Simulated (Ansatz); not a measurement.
# ZnCd3Se2S2: the cost of one run

Method: DFT PBE, scalar-relativistic, plane waves, PAW, unless a step names another level, in Ansatz 0.2.0.

11 further runs of the same task are left out: 11 set aside as unsound or not needed. Runs told in other sessions of the task aren't counted.

### 1 The formula and the candidates

Pauling electronegativities: Zn 1.65, Cd 1.69, Se 2.55, S 2.58 (spread 0.93). The formula balances with common oxidation states: Cd +2, Zn +2, S -2, Se -2. Tabulated atomic sizes suggest about 23 Å³/atom. 18 candidates were drawn, by swapping species into database cells of other compounds, at random by space group and Wyckoff sites, or by hand, as the table says:

| name | made from | space group no. | Wyckoff sites | atoms (primitive cell) | V (Å³/atom) |
| --- | --- | --- | --- | --- | --- |
| c01 | random | 191 | Zn 1b; Cd 3g; Se 2c; S 2d | 8 | 27.7 |
| c02 | built by hand: famatinite derivative with ordered anions | 42 | Zn 4a; Cd 8b, 4a; Se 8d; S 8c | 8 | 22.7 |
| c03 | random | 183 | Zn 1a; Cd 3c; Se 1a, 1a; S 2b | 8 | 28.1 |
| c04 | random | 191 | Zn 1b; Cd 3f; Se 2c; S 2d | 8 | 27.3 |
| c05 | built by hand: Cu3Au-like cation order in zinc blende, layered anions | 35 | Zn 2a; Cd 4c, 2b; Se 4d; S 4e | 8 | 22.7 |
| c06 | random | 187 | Zn 1e; Cd 3k; Se 2i; S 1b, 1d | 8 | 25.4 |
| c07 | random | 123 | Zn 1c; Cd 2g, 1a; Se 2f; S 1b, 1d | 8 | 26.3 |
| c08 | database cell of TiAl2Cr3C2 | 156 | Zn 1a; Cd 1c, 1c, 1a; Se 1b, 1b; S 1a, 1c | 8 | 21.0 |
| c09 | database cell of In3CuAs2Se2 | 115 | Zn 1a; Cd 2f, 1d; Se 2g; S 2g | 8 | 26.8 |
| c10 | random | 187 | Zn 1b; Cd 3j; Se 2i; S 1d, 1a | 8 | 28.5 |
| c11 | random | 191 | Zn 1b; Cd 3f; Se 2e; S 2d | 8 | 22.7 |
| c12 | built by hand: zinc-blende (001) superlattice, ZnS2-centred | 115 | Zn 1a; Cd 2f, 1d; Se 2g; S 2g | 8 | 22.7 |
| c13 | built by hand: enargite derivative with ordered anions | 31 | Zn 2a; Cd 4b, 2a; Se 4b; S 2a, 2a | 16 | 22.7 |
| c14 | random | 191 | Zn 1b; Cd 2e, 1a; Se 2c; S 2d | 8 | 28.7 |
| c15 | built by hand: 4H polytype with segregated close-packed layers | 156 | Zn 1a; Cd 1b, 1c, 1b; Se 1c, 1b; S 1b, 1a | 8 | 22.7 |
| c16 | database cell of Ti3NbAl2C2 | 156 | Zn 1a; Cd 1c, 1c, 1a; Se 1a, 1c; S 1b, 1b | 8 | 23.2 |
| c17 | random | 187 | Zn 1b; Cd 3k; Se 1d, 1e; S 2i | 8 | 29.4 |
| c18 | random | 139 | Zn 2a; Cd 4c, 2b; Se 4d; S 4e | 8 | 26.6 |

### 2 Screening run of c11

Input file input.yaml:

```yaml
crystal:
  lattice:
    - [4.71451556, 0.0, 0.0]
    - [-2.35725778, 4.08289025, 0.0]
    - [0.0, 0.0, 9.43762885]
  atoms:
    - { symbol: Zn, position: [0.0, 0.0, 0.5] }
    - { symbol: Cd, position: [0.5, 0.0, 0.0] }
    - { symbol: Cd, position: [0.0, 0.5, 0.0] }
    - { symbol: Cd, position: [0.5, 0.5, 0.0] }
    - { symbol: Se, position: [0.0, 0.0, 0.82554086] }
    - { symbol: Se, position: [0.0, 0.0, 0.17445914] }
    - { symbol: S, position: [0.33333333, 0.66666667, 0.5] }
    - { symbol: S, position: [0.66666667, 0.33333333, 0.5] }
basis:
  ecutwfc: 420
kpoints:
  mp_grid: { grid: [3, 3, 2] }
hamiltonian:
  xc: pbe
scf:
  occupations: { method: gaussian, width: 0.15 }
  lower_state_search: "off"
output:
  forces: true
  stress: true
  eigenvalues: true
relax:
  adjacent_minimum: "off"
  f_tol: 0.08
  max_steps: 16
  cell: { stress_tol: 0.8 }
```

On the command line:

```
> ansatz run input.yaml --threads 1 --pin off --max-ram 2560MiB --backend cpu --events-out ev --progress --plain --runs-dir out
```

What time and memory should one allow on 1 thread of Intel Xeon 6975P-C (Granite Rapids), shared host?

About 31 s, with a peak of 0.54 GiB.
